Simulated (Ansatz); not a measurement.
# Ge10H18 bond disc (GaGe₉H₁₈−): the relaxed shape and its frontier levels

Aim: characterise Ge10H18 bond disc (GaGe₉H₁₈−) as a singlet: its structure, frontier levels and distribution of charge.

The runs use Ansatz 0.2.0, Gaussian basis; RKS PBE0-D4/def2-TZVP.

Plan: relaxation at PBE-D4/def2-SVP; a single point at PBE0-D4/def2-TZVP.

### 1 Where the work starts

28 atoms, charge -1, spin multiplicity 1.

Atoms are counted from 1 here; the program's logs count them from 0.

Bond lengths: Ge1–Ge6 2.464 Å, Ge1–Ge8 2.454 Å, Ge1–H11 1.516 Å, Ge1–H12 1.536 Å, Ge2–Ge7 2.468 Å, Ge2–Ge8 2.443 Å, Ge2–H13 1.494 Å, Ge2–H14 1.504 Å, Ge3–Ge6 2.441 Å, Ge3–Ge10 2.455 Å, Ge3–H15 1.525 Å, Ge3–H16 1.513 Å, Ge4–Ge9 2.466 Å, Ge4–Ge10 2.452 Å, Ge4–H17 1.517 Å, Ge4–H18 1.508 Å, Ga5–Ge6 2.438 Å, Ga5–Ge7 2.445 Å and more. Angles: Ge6–Ge1–Ge8 109.8°, Ge6–Ge1–H11 107.9°, Ge6–Ge1–H12 108.9°, Ge8–Ge1–H11 110.4°, Ge8–Ge1–H12 109.9°, H11–Ge1–H12 110.0°, Ge7–Ge2–Ge8 109.3°, Ge7–Ge2–H13 108.7°, Ge7–Ge2–H14 108.1°, Ge8–Ge2–H13 109.6°, Ge8–Ge2–H14 109.5°, H13–Ge2–H14 111.6°, Ge6–Ge3–Ge10 109.1°, Ge6–Ge3–H15 110.3°, Ge6–Ge3–H16 109.8°, Ge10–Ge3–H15 108.5°, Ge10–Ge3–H16 108.9°, H15–Ge3–H16 110.3° and more.

The ion is computed in the gas phase, without counter-ions or solvent.

The start is a built from a lattice or polyhedron geometry.

### 2 Optimising with PBE-D4/def2-SVP

in.yaml

```yaml
crystal:
  periodic: [false, false, false]
  atoms:
    - {symbol: Ge, position_ang: [-2.117000, 0.719200, 2.126300]}
    - {symbol: Ge, position_ang: [-2.141700, 3.549400, -0.701000]}
    - {symbol: Ge, position_ang: [0.698800, -2.113400, 2.126800]}
    - {symbol: Ge, position_ang: [3.540200, -2.121700, -0.699500]}
    - {symbol: Ga, position_ang: [0.695800, 0.704400, -0.714900]}
    - {symbol: Ge, position_ang: [-0.698700, -0.707100, 0.702500]}
    - {symbol: Ge, position_ang: [-0.719400, 2.117500, -2.122000]}
    - {symbol: Ge, position_ang: [-3.540800, 2.140700, 0.721900]}
    - {symbol: Ge, position_ang: [2.080700, -0.736000, -2.124800]}
    - {symbol: Ge, position_ang: [2.115000, -3.533500, 0.710100]}
    - {symbol: H, position_ang: [-2.968000, -0.187400, 2.993200]}
    - {symbol: H, position_ang: [-1.213900, 1.594100, 3.008900]}
    - {symbol: H, position_ang: [-3.007400, 4.388700, -1.582700]}
    - {symbol: H, position_ang: [-1.243000, 4.395000, 0.159700]}
    - {symbol: H, position_ang: [-0.171800, -3.013900, 2.997400]}
    - {symbol: H, position_ang: [1.585800, -1.244100, 2.991300]}
    - {symbol: H, position_ang: [4.422300, -2.986400, -1.580400]}
    - {symbol: H, position_ang: [4.401100, -1.233600, 0.162400]}
    - {symbol: H, position_ang: [1.609100, 1.579900, 0.195200]}
    - {symbol: H, position_ang: [-1.585500, -1.604000, -0.175400]}
    - {symbol: H, position_ang: [-1.584400, 1.247900, -3.014500]}
    - {symbol: H, position_ang: [0.153300, 3.001900, -3.006700]}
    - {symbol: H, position_ang: [-4.410700, 1.255200, -0.195500]}
    - {symbol: H, position_ang: [-4.410400, 3.017300, 1.579900]}
    - {symbol: H, position_ang: [1.231600, -1.574000, -2.995900]}
    - {symbol: H, position_ang: [3.012300, 0.164700, -3.022000]}
    - {symbol: H, position_ang: [1.242100, -4.420900, -0.159100]}
    - {symbol: H, position_ang: [3.001800, -4.438700, 1.566500]}
basis:
  gaussian: {orbitals: def2-SVP, fitting: {mean_field: def2-universal-jkfit}}
total_charge: -1
hamiltonian: {xc: pbe, dispersion: d4}
scf: {lower_state_search: "off"}
output: {orbitals: {seedname: orbitals}}
relax: {f_tol: 0.03, max_steps: 70}
```

On the command line:

```sh
$ ansatz run in.yaml --threads 2 --pin off --events-out ev --progress --plain --max-ram 32768MiB --backend cuda --devices 0, --max-vram 18GiB
```

After this run come: Single point, PBE0-D4/def2-TZVP.

Before running them: what should the planned runs give, taken together? Wanted: point group; commonest bond, hydrogen aside; HOMO, LUMO at PBE0-D4/def2-TZVP.

**Answer**, as computed:

| quantity | value |
| --- | --- |
| point group | Cs |
| commonest bond, hydrogen aside | Ge–Ge, 8 of mean length 2.455 Å |
| HOMO, LUMO at PBE0-D4/def2-TZVP | -3.38, 2.16 eV |

The molecule keeps its bonding pattern by the stored test; the atoms moved 0.17 Å (rms). No usable vibrations, so a minimum isn't proven. The HOMO lies nearest to Ge7, Ge9 about 18 % each; Ga5 16 % and the LUMO to Ge1, Ge3, Ge6 about 11 % each; Ge8, Ge10 about 9 % each. Whether this spin is the lowest isn't tested here. The point group is read from a loosely relaxed geometry; soft torsions can leave it below the true symmetry.
